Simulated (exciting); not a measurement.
# Nb3Pd (Cmmm) in exciting: settings compared

Aim: see how the results for Nb3Pd move with the level of theory and the settings. Levels: LDA+D2, LDA-PZ. Tasks: band structure.

All numbers are computed with exciting (release sodium); they aren't measurements. Logs are shortened: lines on timing, memory, paths and dates and some standing lists are left out, and cuts for length are marked.

### 1 Starting point

It takes space group Cmmm (No. 65, orthorhombic). Conventional cell: a = 3.445 Å, b = 4.435 Å, c = 9.077 Å, α = 90.00°, β = 90.00°, γ = 90.00°. Pd (site symmetry mmm) is surrounded by 8 Nb at 2.78 to 3.11 Å and 4 Pd at 2.81 Å. Nb (site symmetry mm2) has 4 Pd at 2.78 to 3.11 Å and 6 Nb at 2.81 to 2.92 Å as nearest neighbours. Nb (site symmetry mmm) has 8 Nb at 2.81 to 2.92 Å as nearest neighbours.

The cell comes from a database or a generator and needn't be the stable form of this composition.

### 2 Band structure, LDA+D2

Input file input.xml:

```xml
<input>
  <title>Nb3Pd</title>
  <structure speciespath="./" tshift="false">
    <crystal scale="5.3060673138">
      <basevect>0.613491643120 -0.789701211748 0.000000000000</basevect>
      <basevect>0.613491643120 0.789701211748 0.000000000000</basevect>
      <basevect>0.000000000000 0.000000000000 3.232620790591</basevect>
    </crystal>
    <species speciesfile="Pd.xml" rmt="2.3">
      <atom coord="0.000000000000 0.000000000000 0.000000000000"/>
    </species>
    <species speciesfile="Nb.xml" rmt="2.3">
      <atom coord="0.500000000000 0.500000000000 0.239794300000"/>
      <atom coord="0.000000000000 0.000000000000 0.500000000000"/>
      <atom coord="0.500000000000 0.500000000000 0.760205700000"/>
    </species>
  </structure>
  <groundstate do="fromscratch" ngridk="8 8 3" rgkmax="8" gmaxvr="14" lmaxapw="10" lmaxmat="10" lmaxvr="8" xctype="LDA_PW" stype="Methfessel-Paxton 1" swidth="0.00036749" nempty="30" ValenceRelativity="iora*" epsengy="1e-05" epspot="1e-05" maxscl="60" outputlevel="normal"/>
  <properties>
    <bandstructure>
      <plot1d>
        <path steps="80">
          <point coord="0 0 0" label="G"/>
          <point coord="0.4008800093 0.4008800093 0" label="X"/>
          <point coord="0 0.5 0" label="S"/>
          <point coord="0 0.5 0.5" label="R"/>
          <point coord="0.4008800093 0.4008800093 0.5" label="A"/>
          <point coord="0 0 0.5" label="Z"/>
          <point coord="0 0 0" label="G"/>
          <point coord="-0.5 0.5 0" label="Y"/>
          <point coord="-0.4008800093 0.5991199907 0" label="X1"/>
          <point coord="-0.4008800093 0.5991199907 0.5" label="A1"/>
          <point coord="-0.5 0.5 0.5" label="T"/>
          <point coord="-0.5 0.5 0" label="Y" breakafter="true"/>
          <point coord="0 0 0.5" label="Z"/>
          <point coord="-0.5 0.5 0.5" label="T"/>
        </path>
      </plot1d>
    </bandstructure>
    <DFTD2/>
  </properties>
</input>
```

Potentials or basis: all-electron LAPW+lo, shipped species files, valence relativity iora*.

Started as:

```
$ OMP_NUM_THREADS=1 exciting_smp
```

INFO.OUT:

```text
================================================================================
EXCITING SODIUM started
[... 10 lines left out ...]

 Lattice vectors (cartesian) :
      3.2552279548     -4.1902077873      0.0000000000
      3.2552279548      4.1902077873      0.0000000000
      0.0000000000      0.0000000000     17.1525035149

 Reciprocal lattice vectors (cartesian) :
      0.9650914459     -0.7497462687      0.0000000000
      0.9650914459      0.7497462687     -0.0000000000
     -0.0000000000      0.0000000000      0.3663130167

 Unit cell volume                           :     467.9230926328
 Brillouin zone volume                      :       0.5301089374

 Species :    1 (Pd)
     parameters loaded from                 :    Pd.xml
     name                                   :    palladium
     nuclear charge                         :     -46.00000000
     electronic charge                      :      46.00000000
     atomic mass                            :  193991.79260000
     muffin-tin radius                      :       2.30000000
     # of radial points in muffin-tin       :     350

     atomic positions (lattice) :
       1 :   0.00000000  0.00000000  0.00000000

 Species :    2 (Nb)
     parameters loaded from                 :    Nb.xml
     name                                   :    niobium
     nuclear charge                         :     -41.00000000
     electronic charge                      :      41.00000000
     atomic mass                            :  169357.97030000
     muffin-tin radius                      :       2.30000000
     # of radial points in muffin-tin       :     400

     atomic positions (lattice) :
       1 :   0.50000000  0.50000000  0.23979430
       2 :   0.00000000  0.00000000  0.50000000
       3 :   0.50000000  0.50000000  0.76020570

 Total number of atoms per unit cell        :       4

 Spin treatment                             :    spin-unpolarised

 Number of Bravais lattice symmetries       :       8
 Number of crystal symmetries               :       8

 k-point grid                               :       8    8    3
 Total number of k-points                   :      42
 k-point set is reduced with crystal symmetries

 R^MT_min * |G+k|_max (rgkmax)              :       8.00000000
 Species with R^MT_min                      :       1 (Pd)
 Maximum |G+k| for APW functions            :       3.47826087
 Maximum |G| for potential and density      :      14.00000000

 G-vector grid sizes                        :      24    24    80
 Total number of G-vectors                  :   21613

 Maximum angular momentum used for
     APW functions                          :      10
     computing H and O matrix elements      :      10
     potential and density                  :       8
     inner part of muffin-tin               :       2

 Total nuclear charge                       :    -169.00000000
 Total electronic charge                    :     169.00000000
 Total core charge                          :     112.00000000
 Total valence charge                       :      57.00000000

 Number of empty states                     :      30
 Total number of valence states             :      59

 Maximum Hamiltonian size                   :     408
 Maximum number of plane-waves              :     356
 Total number of local-orbitals             :      52

 Exchange-correlation type                  :       3
     Perdew-Wang, Phys. Rev. B 45, 13244 (1992)

 Smearing scheme                            :    Methfessel-Paxton order 1, Phys. Rev. B 40, 3616 (1989)
 Smearing width                             :       0.00036749

 Using multisecant Broyden potential mixing
[... 6 lines left out ...]
* Groundstate module started                                                   *
********************************************************************************
 Output level for this task is set to normal

++++++++++++++++++++++++++++++++++++++++++++++++++++++++++++++++++++++++++++++++
[... 5 lines left out ...]
+ SCF iteration number :    1                                                  +
++++++++++++++++++++++++++++++++++++++++++++++++++++++++++++++++++++++++++++++++
 Total energy                               :    -16408.38421950
 _______________________________________________________________
 Fermi energy                               :         0.47343554
 Kinetic energy                             :     17159.11898002
 Coulomb energy                             :    -33085.20649721
 Exchange energy                            :      -466.59811561
 Correlation energy                         :       -15.69858669
[... 629 lines left out ...]
 Electron charges :
     core                                   :       112.00000000
     core leakage                           :         0.00002731
     valence                                :        57.00000000
     interstitial                           :         9.45532421
     charge in muffin-tin spheres :
                  atom     1    Pd          :        44.31240731
                  atom     2    Nb          :        38.40169185
                  atom     3    Nb          :        38.42888479
                  atom     4    Nb          :        38.40169185
     total charge in muffin-tins            :       159.54467579
     total charge                           :       169.00000000

 RMS change in effective potential (target) :  0.347745E-08  ( 0.100000E-04)
 Absolute change in total energy   (target) :  0.808795E-06  ( 0.100000E-04)
 Charge distance                   (target) :  0.830642E-09  ( 0.100000E-04)

++++++++++++++++++++++++++++++++++++++++++++++++++++++++++++++++++++++++++++++++
| Convergency criteria checked for the last 2 iterations                       +
| Convergence targets achieved. Performing final SCF iteration                 +
++++++++++++++++++++++++++++++++++++++++++++++++++++++++++++++++++++++++++++++++
 Total energy                               :    -16491.69210321
 _______________________________________________________________
 Fermi energy                               :         0.40814352
 Kinetic energy                             :     17109.72280962
 Coulomb energy                             :    -33117.02610079
 Exchange energy                            :      -468.62794675
 Correlation energy                         :       -15.76086529

 DOS at Fermi energy (states/Ha/cell)       :       135.92966617

 Electron charges :
     core                                   :       112.00000000
     core leakage                           :         0.00002731
     valence                                :        57.00000000
     interstitial                           :         9.45532422
     charge in muffin-tin spheres :
                  atom     1    Pd          :        44.31240730
                  atom     2    Nb          :        38.40169184
                  atom     3    Nb          :        38.42888479
                  atom     4    Nb          :        38.40169184
     total charge in muffin-tins            :       159.54467578
     total charge                           :       169.00000000

++++++++++++++++++++++++++++++++++++++++++++++++++++++++++++++++++++++++++++++++
[... 7 lines left out ...]

--------------------------------------------------------------------------------
- CAUTION! Warnings have been written in file WARNING.OUT !                    -
--------------------------------------------------------------------------------
================================================================================
| EXCITING SODIUM stopped                                                      =
================================================================================
```

WARNINGS.OUT:

```text
Inversion symmetry is present. Consider using input%groundstate%solver%type = "inversionsymmetry"
```

It took 6 min on 1 thread of Arm Neoverse V1, shared host; peak memory 0.2 GiB.

What came out:

| Property | Result |
| --- | --- |
| Band gap on the k mesh | none (metal or under the smearing width) |
| All electrons inside the program's atomic spheres | Pd 44.31; Nb 38.40, 38.43 (radii Pd 2.3, Nb 2.3 bohr) |
| Dispersion energy per atom | -0.633 eV |

Levels at the corners of the path, in eV from the Fermi level:
```tsv
point	band 26	band 27	band 28	band 29	band 30	band 31
Γ	-1.61	-1.57	-0.67	-0.27	0.45	1.41
X	-1.52	-0.63	-0.07	1.88	2.10	2.60
S	-1.08	-1.04	-0.98	1.39	1.58	1.88
R	-1.29	-0.42	-0.24	0.40	0.47	2.12
A	-0.64	-0.40	0.18	0.76	0.83	2.87
Z	-1.38	-1.17	-0.78	0.22	0.71	0.80
Γ	-1.61	-1.57	-0.67	-0.27	0.45	1.41
Y	-0.91	-0.51	-0.07	1.84	2.37	2.63
X1	-1.52	-0.63	-0.07	1.88	2.10	2.60
A1	-0.64	-0.40	0.18	0.76	0.83	2.87
T	-0.51	-0.38	-0.04	1.47	2.37	2.46
Y	-0.91	-0.51	-0.07	1.84	2.37	2.63
Z	-1.38	-1.17	-0.78	0.22	0.71	0.80
T	-0.51	-0.38	-0.04	1.47	2.37	2.46
```

Caveat: the dispersion energy is computed afterwards and isn't part of the total energy.

### 3 Band structure, LDA-PZ (volume scaled by 0.92)

input.xml: that of step 2 with these lines changed.

```diff
@@ -3,6 +3,6 @@
   <structure speciespath="./" tshift="false">
-    <crystal scale="5.3060673138">
-      <basevect>0.613491643120 -0.789701211748 0.000000000000</basevect>
-      <basevect>0.613491643120 0.789701211748 0.000000000000</basevect>
-      <basevect>0.000000000000 0.000000000000 3.232620790591</basevect>
+    <crystal scale="5.1606217806">
+      <basevect>0.613491643116 -0.789701211743 0.000000000000</basevect>
+      <basevect>0.613491643116 0.789701211743 0.000000000000</basevect>
+      <basevect>0.000000000000 0.000000000000 3.232620790568</basevect>
     </crystal>
@@ -17,3 +17,3 @@
   </structure>
-  <groundstate do="fromscratch" ngridk="8 8 3" rgkmax="8" gmaxvr="14" lmaxapw="10" lmaxmat="10" lmaxvr="8" xctype="LDA_PW" stype="Methfessel-Paxton 1" swidth="0.00036749" nempty="30" ValenceRelativity="iora*" epsengy="1e-05" epspot="1e-05" maxscl="60" outputlevel="normal"/>
+  <groundstate do="fromscratch" ngridk="8 8 3" rgkmax="8" gmaxvr="14" lmaxapw="10" lmaxmat="10" lmaxvr="8" xctype="LDA_PZ" stype="Fermi Dirac" swidth="0.00499791" nempty="30" ValenceRelativity="iora*" epsengy="1e-05" epspot="1e-05" maxscl="60" outputlevel="normal"/>
   <properties>
@@ -21,3 +21,3 @@
       <plot1d>
-        <path steps="80">
+        <path steps="120">
           <point coord="0 0 0" label="G"/>
@@ -39,3 +39,2 @@
     </bandstructure>
-    <DFTD2/>
   </properties>
```

Potentials or basis: all-electron LAPW+lo, shipped species files, valence relativity iora*.

Started as:

```
$ OMP_NUM_THREADS=1 exciting_smp
```

Wall time 5.5 min (1 thread of Arm Neoverse V1, shared host); peak memory 0.19 GiB.

Results (log left out):

* Band gap on the k mesh: none (metal or under the smearing width)
* All electrons inside the program's atomic spheres: Pd 44.40; Nb 38.51, 38.55 (radii Pd 2.3, Nb 2.3 bohr)
* Density of states at the Fermi level: 2.72 states/eV per cell

Levels at the corners of the path, in eV from the Fermi level:
| point | band 26 | band 27 | band 28 | band 29 | band 30 | band 31 |
| --- | --- | --- | --- | --- | --- | --- |
| Γ | -1.87 | -1.72 | -0.82 | -0.35 | 0.46 | 1.50 |
| X | -1.74 | -0.67 | -0.08 | 2.18 | 2.30 | 2.89 |
| S | -1.22 | -1.20 | -1.09 | 1.64 | 1.83 | 2.23 |
| R | -1.39 | -0.41 | -0.33 | 0.57 | 0.62 | 2.50 |
| A | -0.72 | -0.42 | 0.15 | 0.85 | 0.86 | 3.12 |
| Z | -1.61 | -1.22 | -0.95 | 0.17 | 0.93 | 0.94 |
| Γ | -1.87 | -1.72 | -0.82 | -0.35 | 0.46 | 1.50 |
| Y | -1.06 | -0.48 | -0.16 | 1.96 | 2.66 | 2.90 |
| X1 | -1.74 | -0.67 | -0.08 | 2.18 | 2.30 | 2.89 |
| A1 | -0.72 | -0.42 | 0.15 | 0.85 | 0.86 | 3.12 |
| T | -0.48 | -0.40 | -0.10 | 1.61 | 2.59 | 2.65 |
| Y | -1.06 | -0.48 | -0.16 | 1.96 | 2.66 | 2.90 |
| Z | -1.61 | -1.22 | -0.95 | 0.17 | 0.93 | 0.94 |
| T | -0.48 | -0.40 | -0.10 | 1.61 | 2.59 | 2.65 |

### 4 The reference run

An earlier run on the cell as given: functional PBEsol; potentials or basis all-electron LAPW+lo, shipped species files, valence relativity iora*; rgkmax 9; k mesh 10 × 10 × 3; occupations fermi-dirac, width 0.05 eV; no spin polarisation.

* Largest force: 0.039 eV/Å
* Band gap on the k mesh: none (metal or under the smearing width)
* All electrons inside the program's atomic spheres: Pd 44.31; Nb 38.39, 38.41 (radii Pd 2.3, Nb 2.3 bohr)

### 5 Overview

| task | level | cell | k mesh | smearing | outputlevel | rgkmax | gap on the mesh (eV) |
| --- | --- | --- | --- | --- | --- | --- | --- |
| band structure | LDA+D2 | as given | 8 × 8 × 3 | methfessel-paxton 0.01 eV | normal | 8 | none |
| band structure | LDA-PZ | volume scaled by 0.92 | 8 × 8 × 3 | fermi-dirac 0.136 eV | normal | 8 | none |
| single point | PBEsol | as given | 10 × 10 × 3 | fermi-dirac 0.05 eV | - | 9 | none |

Alike in all rows: potentials or basis all-electron LAPW+lo, shipped species files, valence relativity iora*; no spin polarisation.

Caveats: the dispersion energy is computed afterwards and isn't part of the total energy (some runs); the free energy is that total less TS from the occupations (some runs).

Compare energies only between runs with the same functional and basis.
